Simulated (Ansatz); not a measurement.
The system is NaLaMnMoO6.

```
Na La Mn Mo O
1.0
     3.79453   -3.84926   -0.00008
     3.79453    3.84926   -0.00008
    -0.04604    0.00000    8.22029
Na La Mn Mo O
2 2 2 2 12
Direct
  0.50640 0.49360 0.75000
  0.49360 0.50640 0.25000
  0.01239 0.98761 0.75000
  0.98761 0.01239 0.25000
  0.00000 0.50000 0.50000
  0.50000 0.00000 0.00000
  0.50000 0.00000 0.50000
  0.00000 0.50000 0.00000
  0.54302 0.05203 0.73247
  0.45698 0.94797 0.26753
  0.27994 0.71875 0.54832
  0.72006 0.28125 0.45168
  0.79897 0.79494 0.49934
  0.20103 0.20506 0.50066
  0.05203 0.54302 0.23247
  0.94797 0.45698 0.76753
  0.79494 0.79897 0.99934
  0.20506 0.20103 0.00066
  0.28125 0.72006 0.95168
  0.71875 0.27994 0.04832
```

The cell was built by a generator and needn't be a form met in nature.

| Item | Value |
| --- | --- |
| Program | Ansatz 0.2.0 |
| Task | relaxation of cell and atoms |
| Functional | BLYP |
| Potentials or basis | Ansatz PAW |
| Cutoff | 420 eV (not typed: the program's choice for these potentials) |
| k mesh | 4 × 4 × 3 |
| Occupations | fermi-dirac, width 0.05 eV |
| Spin | collinear spin, ferromagnetic start |
| Starting moments | [0.0, 0.0, 0.0, 0.0, 4.0, 4.0, 1.0, 1.0, 0.0, 0.0, 0.0, 0.0, 0.0, 0.0, 0.0, 0.0, 0.0, 0.0, 0.0, 0.0] μB |

At the start: volume 12.01 Å³/atom.

Q: Where does the relaxation end?

A: It ends after 11 steps and the volume is 12.41 Å³/atom (+3.3 %); space group C2/c (No. 15, to 0.05 Å); moment 6.32 μB per cell.

The path:
| step | energy change (eV) | largest force (eV/Å) | volume (Å³) |
| --- | --- | --- | --- |
| 1 | 0.0000 | 0.3068 | 240.13 |
| 2 | -0.0717 | 0.1489 | 247.59 |
| 3 | -0.0846 | 0.0960 | 247.30 |
| 4 | -0.0871 | 0.0620 | 247.32 |
| 5 | -0.0878 | 0.0482 | 247.56 |
| 6 | -0.0890 | 0.0091 | 247.54 |
| 7 | -0.0891 | 0.0030 | 247.54 |
| 8 | -0.1295 | 0.0044 | 247.54 |
| 9 | -0.1281 | 0.0044 | 247.97 |
| 10 | -0.1275 | 0.0032 | 248.12 |
| 11 | -0.1301 | 0.0033 | 248.12 |

Final structure:
```yaml
crystal:
  lattice:
    - [3.81980, -3.87312, -0.00285]
    - [3.81980, 3.87312, -0.00285]
    - [-0.05234, 0.00000, 8.38548]
  atoms:
    - { symbol: Na, position: [0.50543, 0.49457, 0.75000] }
    - { symbol: Na, position: [0.49457, 0.50543, 0.25000] }
    - { symbol: La, position: [0.01260, 0.98740, 0.75000] }
    - { symbol: La, position: [0.98740, 0.01260, 0.25000] }
    - { symbol: Mn, position: [0.00000, 0.50000, 0.50000] }
    - { symbol: Mn, position: [0.50000, 0.00000, 0.00000] }
    - { symbol: Mo, position: [0.50000, 0.00000, 0.50000] }
    - { symbol: Mo, position: [0.00000, 0.50000, 0.00000] }
    - { symbol: O, position: [0.54558, 0.05456, 0.72891] }
    - { symbol: O, position: [0.45442, 0.94544, 0.27109] }
    - { symbol: O, position: [0.27683, 0.71914, 0.55064] }
    - { symbol: O, position: [0.72317, 0.28086, 0.44936] }
    - { symbol: O, position: [0.79879, 0.79223, 0.49914] }
    - { symbol: O, position: [0.20121, 0.20777, 0.50086] }
    - { symbol: O, position: [0.05456, 0.54558, 0.22891] }
    - { symbol: O, position: [0.94544, 0.45442, 0.77109] }
    - { symbol: O, position: [0.79223, 0.79879, 0.99914] }
    - { symbol: O, position: [0.20777, 0.20121, 0.00086] }
    - { symbol: O, position: [0.28086, 0.72317, 0.94936] }
    - { symbol: O, position: [0.71914, 0.27683, 0.05064] }
```

Caveat: the plane-wave basis is chosen anew once the cell has moved, so the energies of steps on either side of that aren't comparable; the pressure holds a Pulay correction of +0.7 GPa for the finite cutoff; only a ferromagnetic start was run, and an antiferromagnetic order may lie lower in energy; the PAW data sets come from PBE, with cores solved anew for the run's functional, which leaves a small shift of forces and pressure; the starting moments weren't kept.
